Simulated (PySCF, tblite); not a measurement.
# C₇H₁₂OSSi: geometry, infrared bands and NMR shifts

Aim: predict the infrared bands and NMR shifts of C₇H₁₂OSSi (`C#C/C=C(/[SiH](C)C)[S@@](C)=O`).

The runs use tblite 0.8.0 and PySCF 2.14.0, with density-fitted response routines of our own; the level of theory stands in each step. All values are computed, except where a source is named. Atoms are numbered from 0 throughout.

## (1) Starting geometry

22 atoms, charge 0, multiplicity 1; geometry from: force field or distance geometry start.

Bonds of the start (Å): C0–C1 1.20, C1–C2 1.47, C2–C3 1.31, C3–Si4 1.85, Si4–C5 1.86, Si4–C6 1.87, C3–S7 1.78, S7–C8 1.80, S7–O9 1.53, C0–H10 1.07, C2–H11 1.07, Si4–H12 1.47, C5–H13 1.12, C5–H14 1.10, C5–H15 1.13, C6–H16 1.09, C6–H17 1.10, C6–H18 1.12, C8–H19 1.12, C8–H20 1.12, C8–H21 1.09.

## (2) Geometry optimisation with GFN2-xTB

What the job is given:

```
{"job": {"kind": "relax", "xc": "GFN2-xTB", "basis": "xTB"}, "charge": 0, "multiplicity": 1}
C     -2.606000     2.861600    -0.826400
C     -1.551500     2.293600    -0.698000
C     -0.280100     1.584200    -0.510900
C     -0.308300     0.399400     0.050600
Si     1.213400    -0.606400     0.347600
C      2.151900     0.297100     1.678000
C      2.193300    -0.615200    -1.245600
S     -1.863300    -0.285500     0.589000
C     -2.248100    -1.825800    -0.265500
O     -1.733200    -0.611500     2.079600
H     -3.550900     3.345500    -0.951500
H      0.642300     2.023100    -0.841600
H      0.899200    -1.985700     0.735800
H      2.649500     1.185900     1.216500
H      2.876200    -0.394500     2.140800
H      1.423500     0.605200     2.481600
H      1.643200    -1.060100    -2.070900
H      2.465800     0.408700    -1.529500
H      3.117600    -1.224500    -1.109600
H     -2.987400    -2.389700     0.362900
H     -2.800900    -1.557800    -1.206000
H     -1.356500    -2.428300    -0.427600
```

Run with:

```bash
OMP_NUM_THREADS=1 python probes_run.py task.json out
```

The driver reads the jobs from task.json and runs them one after another.

**Question.** This job is followed by: GFN2-xTB harmonic vibrations, gas phase; GIAO PBE0/pcSseg-1 NMR shielding, non-relativistic, gas phase. Predict these results of the whole session: strongest single infrared mode (GFN2-xTB); zero-point energy (GFN2-xTB); ¹³C shifts against TMS (PBE0/pcSseg-1); ¹H shifts against TMS (PBE0/pcSseg-1, means over atoms taken as alike); ²⁹Si shifts against TMS (PBE0/pcSseg-1); ³³S shifts against CS2 (PBE0/pcSseg-1); ¹⁷O shifts against H2O (PBE0/pcSseg-1).

The runs gave:

| quantity | value |
| --- | --- |
| strongest single infrared mode (GFN2-xTB) | 1111 cm⁻¹, 315 km/mol |
| zero-point energy (GFN2-xTB) | 102.9 kcal/mol |
| ¹³C shifts against TMS (PBE0/pcSseg-1) | 196.1, 123.9, 102.5, 82.1, 46.2, 0.4, -5.3 ppm |
| ¹H shifts against TMS (PBE0/pcSseg-1, means over atoms taken as alike) | 6.11, 5.11, 3.43, 2.44, 0.46, 0.07 ppm |
| ²⁹Si shifts against TMS (PBE0/pcSseg-1) | -32.4 ppm |
| ³³S shifts against CS2 (PBE0/pcSseg-1) | 330 ppm |
| ¹⁷O shifts against H2O (PBE0/pcSseg-1) | 36.4 ppm |

Over 148 steps the energy fell by 0.954 eV; of the close pairs, S7–O9 changed most, 1.531 to 1.469 Å. All 60 modes are real, so the xTB geometry is a minimum. The strongest single mode, at 1111 cm⁻¹, moves mainly O9 and S7. GFN2-xTB is a fitted tight-binding method: band positions and strengths are rough. Its intensities can rank the bands wrongly. H11 (hydrogen on an alkene CH) lies farthest downfield among hydrogen, at 6.11 ppm; a vinylic proton, deshielded by the sp2 carbon and the C=C anisotropy.
